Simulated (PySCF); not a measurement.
# B2F2H3N: the cost of one run

The runs use PySCF 2.14.0, with density-fitted response routines of our own; the level of theory stands in each step. All values are computed, except where a source is named. Atoms are numbered from 0 throughout.

## Step 1: The molecule as given

8 atoms, charge 0, multiplicity 1; geometry from: GFN2-xTB. The atoms were then displaced at random by about 0.01 Å, so the start is not that level's minimum.

Bonds of the start (Å): N0–B1 1.37, B1–B2 1.67, B2–F3 1.37, B2–F4 1.34, N0–H5 1.04, N0–H6 0.99, B1–H7 1.18.

## Step 2: Optimising the geometry at PBE0-D3(BJ)/def2-SVP

The job: settings as JSON, then the geometry in Å.

```
{"job": {"xc": "PBE0", "basis": "def2-SVP", "d3": "d3bj", "grid": 1, "shake": 0.01, "kind": "geom"}, "charge": 0, "multiplicity": 1}
N     -1.308770    -0.187090     0.207130
B     -0.202830     0.426080    -0.319420
B      1.338820    -0.122600    -0.004630
F      2.147380     0.294690     1.014510
F      2.020560    -0.999860    -0.758310
H     -2.269160     0.166460     0.014670
H     -1.310680    -0.965940     0.812010
H     -0.360180     1.369120    -1.018430
```

On the command line:

```console
OMP_NUM_THREADS=1 python probes_run.py task.json out
```

This one command runs all jobs of the session in turn.

Q: Estimate the wall time and peak memory of this first job on 1 thread of Arm Neoverse V1, shared host.

About 20 s, with a peak of 0.35 GiB.
